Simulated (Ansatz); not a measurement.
# F₃HMoOS: taking an electron away

An exercise on one series of results from a longer session: the logs are not shown, and one member is left open.

Computed with Ansatz 0.2.0, Gaussian basis. Level: unrestricted cation, the program's frozen cores in correlated methods.

The runs, in order: UKS PBE-D4/def2-TZVPP; UKS r2SCAN-D4/def2-TZVPP; UKS PBE0-D4/def2-TZVPP; UKS B3LYP-D4/def2-TZVPP; UKS wB97X-V/def2-TZVPP; UKS wB97M-V/def2-TZVPP; UKS B2PLYP/def2-TZVPP; UHF-CCSD(T)/def2-TZVPP; UHF-MP2/def2-QZVPP; extrapolation to the limit; then −ε(HOMO) from the neutral's earlier runs with LDA (SPW92), PBE-D4, revPBE-D4, BLYP-D4, r2SCAN-D4, B97M-V, PBE0-D4, B3LYP-D4, r2SCANh-D4, r2SCAN0-D4, HSE06-D4, BHLYP-D4, CAM-B3LYP-D4, LC-ωPBE, ωB97X-V, ωB97M-V.

**The geometry**

An earlier PBE0-D4 in a triple-zeta def2 set relaxation fixed the geometry. Mo takes the def2 core potential; no spin-orbit term is included.

7 atoms, charge 0, spin multiplicity 1.

Atoms are counted from 1 here; the program's logs count them from 0.

Bond lengths: O1–Mo2 1.848 Å, O1–H7 0.962 Å, Mo2–F3 1.850 Å, Mo2–F4 1.850 Å, Mo2–F5 1.842 Å, Mo2–S6 2.068 Å. Angles: Mo2–O1–H7 127.4°, O1–Mo2–F3 88.3°, O1–Mo2–F4 88.4°, O1–Mo2–F5 150.2°, O1–Mo2–S6 103.9°, F3–Mo2–F4 147.4°, F3–Mo2–F5 83.5°, F3–Mo2–S6 106.2°, F4–Mo2–F5 83.5°, F4–Mo2–S6 106.1°, F5–Mo2–S6 105.9°.

Geometry (Å):

```xyz
7

O     0.0178   -1.3749    0.6710
Mo   -0.0326    0.3282   -0.0450
F     1.8159    0.3510    0.0187
F    -1.5530   -0.1650   -0.9756
F     0.2126    1.4725   -1.4679
S    -0.6775    1.5082    1.5267
H     0.2781   -2.1879    0.2266
```

Set-up of the first run:

in.yaml reads:

```yaml
crystal:
  periodic: [false, false, false]
  atoms:
    - {symbol: O, position_ang: [0.017757, -1.374868, 0.670957]}
    - {symbol: Mo, position_ang: [-0.032564, 0.328223, -0.044972]}
    - {symbol: F, position_ang: [1.815908, 0.350968, 0.018702]}
    - {symbol: F, position_ang: [-1.552952, -0.165013, -0.975583]}
    - {symbol: F, position_ang: [0.212589, 1.472501, -1.467931]}
    - {symbol: S, position_ang: [-0.677543, 1.508232, 1.526714]}
    - {symbol: H, position_ang: [0.278106, -2.187943, 0.226613]}
basis:
  gaussian: {orbitals: def2-TZVPP}
total_charge: 1
magnetization: {spin_polarized: true, initial_magnetization: 1}
hamiltonian: {xc: pbe, dispersion: d4}
```

Command:

```
$ ansatz run in.yaml --threads 2 --pin off --events-out ev --progress --plain --max-ram 22528MiB --backend cpu
```

Steps of the session up to this table: Cation, UKS PBE-D4/def2-TZVPP; Cation, UKS r2SCAN-D4/def2-TZVPP; Cation, UKS PBE0-D4/def2-TZVPP; Cation, UKS B3LYP-D4/def2-TZVPP; Cation, UKS wB97X-V/def2-TZVPP; Cation, UKS wB97M-V/def2-TZVPP; Cation, UKS B2PLYP (frozen core)/def2-TZVPP; Cation, UHF-CCSD(T)/def2-TZVPP; Cation, UHF-MP2/def2-QZVPP.

One of the session's tables, all rows but one given; the rest of the session is left out.

Orbital estimates, from the neutral's runs:

| functional | −ε(HOMO) (eV) |
| --- | --- |
| LDA (SPW92) | 7.87 |
| PBE-D4 | 7.67 |
| revPBE-D4 | 7.60 |
| BLYP-D4 | 7.53 |
| r2SCAN-D4 | 8.02 |
| B97M-V | 8.08 |
| PBE0-D4 | 9.04 |
| B3LYP-D4 | 8.79 |
| r2SCANh-D4 | 8.52 |
| r2SCAN0-D4 | 9.27 |
| HSE06-D4 | 8.64 |
| BHLYP-D4 | 10.25 |
| CAM-B3LYP-D4 | ? |
| LC-ωPBE | 11.62 |
| ωB97X-V | 11.29 |
| ωB97M-V | 11.17 |

Estimate the missing values for CAM-B3LYP-D4.

As computed: −ε(HOMO) (eV): 10.34. In the column «−ε(HOMO) (eV)» it lies between BHLYP-D4 (10.25) and ωB97M-V (11.17).
